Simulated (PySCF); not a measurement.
# C4H7IO: the cost of one run

Programs: PySCF 2.14.0, with routines of our own; each step states its level. All values are computed. Atoms count from 0.

## (1) The starting structure

13 atoms, charge 0, multiplicity 1; geometry from: GFN2-xTB.

## (2) Relaxing the molecule at PBE0-D3(BJ)/def2-SVP

The job: settings as JSON, then the geometry in Å.

```
{"job": {"xc": "PBE0", "basis": "def2-SVP", "d3": "d3bj", "grid": 1, "maxiter": 30, "shake": 0.01, "kind": "geom"}, "charge": 0, "multiplicity": 1}
C     -1.358010    -0.506840     0.700440
C     -0.723050     0.656730    -0.067300
C      0.788820     0.558640    -0.046130
C      1.351860    -0.557280    -0.871830
O      0.743810    -1.294450    -1.605680
I      3.488690    -0.773630    -0.654750
H     -1.039220    -0.496200     1.733620
H     -2.443530    -0.360550     0.677390
H     -1.135350    -1.432280     0.260680
H     -1.008940     1.611860     0.392040
H     -1.068970     0.653700    -1.092570
H      1.270360     1.480590    -0.413810
H      1.139350     0.442820     0.977580
```

Launch:

```sh
OMP_NUM_THREADS=1 python heavy_run.py task.json out
```

The driver reads the jobs from task.json and runs them one after another.

Q: Estimate the wall time and peak memory of this first job on 1 thread of Intel Xeon 6975P-C, shared host.

About 44 s, with a peak of 0.52 GiB.
